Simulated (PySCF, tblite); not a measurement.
**C₃H₁₀NSi radical: geometry, infrared bands and EPR parameters**

Aim: predict the infrared bands and EPR parameters of C₃H₁₀NSi radical (`C[CH]N[SiH2]C`).

The runs use tblite 0.8.0 and PySCF 2.14.0, with density-fitted response routines of our own; the level of theory stands in each step. All values are computed, except where a source is named. Atoms are numbered from 0 throughout.

## 1. Starting geometry

15 atoms, charge 0, multiplicity 2; geometry from: force field or distance geometry start.

Bonds of the start (Å): C0–C1 1.50, C1–N2 1.44, N2–Si3 1.78, Si3–C4 1.85, C0–H5 1.13, C0–H6 1.10, C0–H7 1.12, C1–H8 1.10, N2–H9 1.05, Si3–H10 1.46, Si3–H11 1.49, C4–H12 1.12, C4–H13 1.12, C4–H14 1.13.

## 2. Optimising the geometry with GFN2-xTB

Job settings and geometry (Å):

```
{"job": {"kind": "relax", "xc": "GFN2-xTB", "basis": "xTB"}, "charge": 0, "multiplicity": 2}
C     -2.513800    -0.202000     0.069100
C     -1.154000     0.430800     0.150300
N     -0.337300     0.223700    -1.015600
Si     1.037100    -0.790600    -0.516200
C      2.499100     0.311400    -0.219700
H     -3.050700     0.067100     1.021200
H     -2.492800    -1.291000    -0.103700
H     -3.007200     0.289400    -0.807000
H     -1.297600     1.482600     0.428700
H     -0.033300     1.129900    -1.448700
H      1.293500    -1.884100    -1.447100
H      0.692200    -1.382800     0.812100
H      3.127700    -0.124800     0.594700
H      3.136500     0.428300    -1.131300
H      2.096100     1.319900     0.085500
```

Started as:

```bash
$ OMP_NUM_THREADS=1 python probes_run.py task.json out
```

One launch serves the whole session: the jobs run in the order shown.

**Question.** This job is followed by: GFN2-xTB harmonic vibrations, gas phase; UKS B3LYP, pcH-1 on C H N Si, non-relativistic, mean-field spin-orbit, GIAO. What will the session give for the following? strongest single infrared mode (GFN2-xTB); zero-point energy (GFN2-xTB); g(iso) (B3LYP); ⟨S²⟩; largest a(iso) (averaged by class); potential on the surface of density 0.002 e/bohr³, 1st and 99th percentile.

The runs gave:

| quantity | value |
| --- | --- |
| strongest single infrared mode (GFN2-xTB) | 2131 cm⁻¹, 418 km/mol |
| zero-point energy (GFN2-xTB) | 75.2 kcal/mol |
| g(iso) (B3LYP) | 2.00279 |
| ⟨S²⟩ | 0.753 (exact 0.75) |
| largest a(iso) (averaged by class) | 13C on C1, 99.2 MHz |
| potential on the surface of density 0.002 e/bohr³, 1st and 99th percentile | -0.84 V and 1.62 V |

The optimisation took 94 steps and gained 1.001 eV; among the close pairs (by a distance rule), C1–N2 changed most, from 1.438 to 1.376 Å. No mode is imaginary among the 39: a minimum at this level. The strongest single mode, at 2131 cm⁻¹, moves mainly H10. GFN2-xTB is a fitted tight-binding method: band positions and strengths are rough. Its intensities can rank the bands wrongly. Most of the unpaired spin sits on C1 (0.86 e). The isotropic g lies 0.5 ppt above the free-electron value. These values are for one conformer; the search (at its own cheap level) found 1 more, at 1.04 kcal/mol, and measured spectra average over such forms.
